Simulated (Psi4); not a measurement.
# SiH2O2F2 (SMILES O[Si](O)(F)F): DSD-PBEP86/def2-SVP (density fitting for correlation)

Aim: the vertical singlet–triplet gap of SiH2O2F2 at DSD-PBEP86/def2-SVP (density fitting for correlation), from 2 runs. 

The results are computed with Psi4 1.11.

## 1. The structure to begin with

SiH2O2F2 has 7 atoms, charge 0, and is taken as a singlet. As SMILES, `O[Si](O)(F)F`. The shape is that of a PBE0-D4/def2-TZVP optimisation. This is one conformer, not always the lowest.

Bond lengths: O1–Si2 1.609 Å, Si2–O3 1.609 Å, Si2–F4 1.583 Å, Si2–F5 1.583 Å, O1–H6 0.957 Å, O3–H7 0.957 Å. Angles: O1–Si2–O3 107.3°, O1–Si2–F4 112.2°, O1–Si2–F5 110.1°, O3–Si2–F4 110.1°, O3–Si2–F5 112.2°, F4–Si2–F5 104.9°, Si2–O1–H6 118.9°, Si2–O3–H7 118.9°.

## 2. The energy at DSD-PBEP86/def2-SVP (density fitting for correlation)

input.dat reads:

```
memory 2200 MB

molecule system {
  0 1
  O     -2.12216244     0.83866045     1.68280111
  Si    -0.02097596    -0.03420404    -0.33504844
  O      2.49670616    -0.73056812     1.22208588
  F     -0.91368258    -2.38615718    -1.95322092
  F      0.44975482     2.13879203    -2.33589046
  H     -3.45687600     1.93186702     1.13799307
  H      3.68288724    -1.88689154     0.49510824
  units bohr
  symmetry c1
}

set puream true
set e_convergence 1e-09
set d_convergence 1e-08
set scf_type pk
set dft_radial_points 99
set dft_spherical_points 590
set num_frozen_docc 9

result, w = energy("dsd-pbep86/def2-SVP", return_wfn=True)
```

Command:

```sh
$ psi4 input.dat output.dat -n 1
```

output.dat:

```text
[...]
  Running in c1 symmetry.
[...]
  Nuclear repulsion =  270.470000842260276
[...]
  Multiplicity = 1
[...]
  Nalpha       = 25
  Nbeta        = 25
[...]
    Number of basis functions: 84
[...]
   @RKS iter   1:  -639.19695649964808   -7.21443e-01   8.47633e-03 ADIIS/DIIS
[...]
   @RKS iter  10:  -639.38179876951699   -1.26192e-11   6.81651e-09 DIIS
[...]
    Orbital Energies [Eh]
    ---------------------
    Doubly Occupied:
       1A    -67.952286     2A    -25.734141     3A    -25.734090
       4A    -20.083177     5A    -20.083155     6A     -5.944845
       7A     -4.141549     8A     -4.141425     9A     -4.140279
      10A     -1.459979    11A     -1.436206    12A     -1.254571
      13A     -1.234045    14A     -0.753535    15A     -0.687726
      16A     -0.664733    17A     -0.651671    18A     -0.615964
      19A     -0.614952    20A     -0.595678    21A     -0.576515
      22A     -0.521035    23A     -0.509273    24A     -0.488592
      25A     -0.480505
[...]
  @RKS Final Energy:  -639.38179876951699
   => Energetics <=
    Nuclear Repulsion Energy =            270.4700008422602764
    One-Electron Energy =               -1426.5598312956831251
    Two-Electron Energy =                 533.7556750496926270
    DFT Exchange-Correlation Energy =     -17.0476433657868220
    Empirical Dispersion Energy =           0.0000000000000000
    VV10 Nonlocal Energy =                  0.0000000000000000
    Total Energy =                       -639.3817987695169904
[...]
 Multipole Moments:
 ------------------------------------------------------------------------------------
     Multipole            Electronic (a.u.)      Nuclear  (a.u.)        Total (a.u.)
 ------------------------------------------------------------------------------------
 L = 1.  Multiply by 2.5417464519 to convert [e a0] to [Debye]
 Dipole X            :         -0.3607274            0.3447560           -0.0159714
 Dipole Y            :         -0.1528759            0.1460807           -0.0067953
 Dipole Z            :         -3.0969990            2.9592576           -0.1377415
 Magnitude           :                                                    0.1388307
[...]
```

Wall time 13 s (1 thread of Intel Xeon Platinum 8259CL at 2.50GHz (Skylake/Cascade Lake), shared host); peak memory 1 GiB.

## 3. The triplet at the same level

calc.py reads:

```python
import psi4

psi4.set_memory(2200000000)
psi4.set_num_threads(1)
psi4.set_output_file('f2h2o2si.out', False)

m = psi4.geometry("""
0 3
O
Si 1 1.609307
O 2 1.609283 1 107.33654
F 2 1.582858 3 110.12256 1 -122.45164
F 2 1.582839 4 104.8519 3 120.94929
H 1 0.957413 2 118.90297 5 32.84496
H 3 0.9573 2 118.91056 5 -83.57528
symmetry c1
no_reorient
no_com
""")

psi4.set_options({
    'reference': 'uks',
    'puream': True,
    'e_convergence': 1e-09,
    'd_convergence': 1e-08,
    'scf_type': 'pk',
    'dft_radial_points': 99,
    'dft_spherical_points': 590,
    'num_frozen_docc': 9,
    'maxiter': 100,
})

E = psi4.energy("dsd-pbep86/def2-SVP")
print('E =', round(E, 9))
```

Command:

```sh
$ python calc.py
```

f2h2o2si.out:

```text
[...]
  Running in c1 symmetry.
[...]
  Nuclear repulsion =  270.470007934014006
[...]
  Multiplicity = 3
[...]
  Nalpha       = 26
  Nbeta        = 24
[...]
    Number of basis functions: 84
[...]
   @UKS iter   1:  -638.89081556221117   -4.15302e-01   6.34825e-03 DIIS/ADIIS
[...]
   @UKS iter  21:  -639.01305371800356   -1.47793e-12   4.94042e-09 DIIS
[...]
   @S^2 Observed:                2.032810377E+00
[...]
    Orbital Energies [Eh]
    ---------------------
    Alpha Occupied:
       1A    -67.986610     2A    -25.748175     3A    -25.748127
       4A    -20.210287     5A    -20.210230     6A     -5.981561
       7A     -4.177300     8A     -4.176845     9A     -4.175690
      10A     -1.477272    11A     -1.451449    12A     -1.380605
      13A     -1.365588    14A     -0.833244    15A     -0.753094
      16A     -0.721958    17A     -0.690904    18A     -0.659240
      19A     -0.654994    20A     -0.638618    21A     -0.631101
      22A     -0.611163    23A     -0.592363    24A     -0.589967
      25A     -0.580566    26A     -0.090262
    Alpha Virtual:
[...]
  @UKS Final Energy:  -639.01305371800356
   => Energetics <=
    Nuclear Repulsion Energy =            270.4700079340140064
    One-Electron Energy =               -1423.9163237590312292
    Two-Electron Energy =                 531.4326542974188214
    DFT Exchange-Correlation Energy =     -16.9993921904050858
    Empirical Dispersion Energy =           0.0000000000000000
    VV10 Nonlocal Energy =                  0.0000000000000000
    Total Energy =                       -639.0130537180035617
[...]
 Multipole Moments:
 ------------------------------------------------------------------------------------
     Multipole            Electronic (a.u.)      Nuclear  (a.u.)        Total (a.u.)
 ------------------------------------------------------------------------------------
 L = 1.  Multiply by 2.5417464519 to convert [e a0] to [Debye]
 Dipole X            :          0.0000098            0.0000218            0.0000316
 Dipole Y            :          2.1082052           -2.4029681           -0.2947628
 Dipole Z            :          1.5506946           -1.7672417           -0.2165471
 Magnitude           :                                                    0.3657565
[...]
```

The script printed:

```text
E = -639.467462841
```

Run time: 36 s. Hardware: 1 thread of Intel Xeon Platinum 8259CL at 2.50GHz (Skylake/Cascade Lake), shared host; peak memory 1 GiB.

## 4. What came out

Level: DSD-PBEP86/def2-SVP (density fitting for correlation), 9 core orbitals frozen.

| quantity | value |
| --- | --- |
| singlet: total energy | -639.81154 Eh |
| singlet: HOMO energy (SCF part's orbitals) | -13.08 eV |
| singlet: LUMO energy (SCF part's orbitals) | 2.83 eV |
| singlet: HOMO–LUMO gap (SCF part's orbitals) | 15.90 eV |
| triplet: total energy | -639.46746 Eh |
| triplet: HOMO energy (SCF part's orbitals) (highest over α and β) | -2.46 eV |
| triplet: ⟨S²⟩ | 2.033 |
| vertical energy of the triplet above the singlet | 9.363 eV |

What this shows: At this shape the triplet lies 9.36 eV (903 kJ/mol) above the singlet.
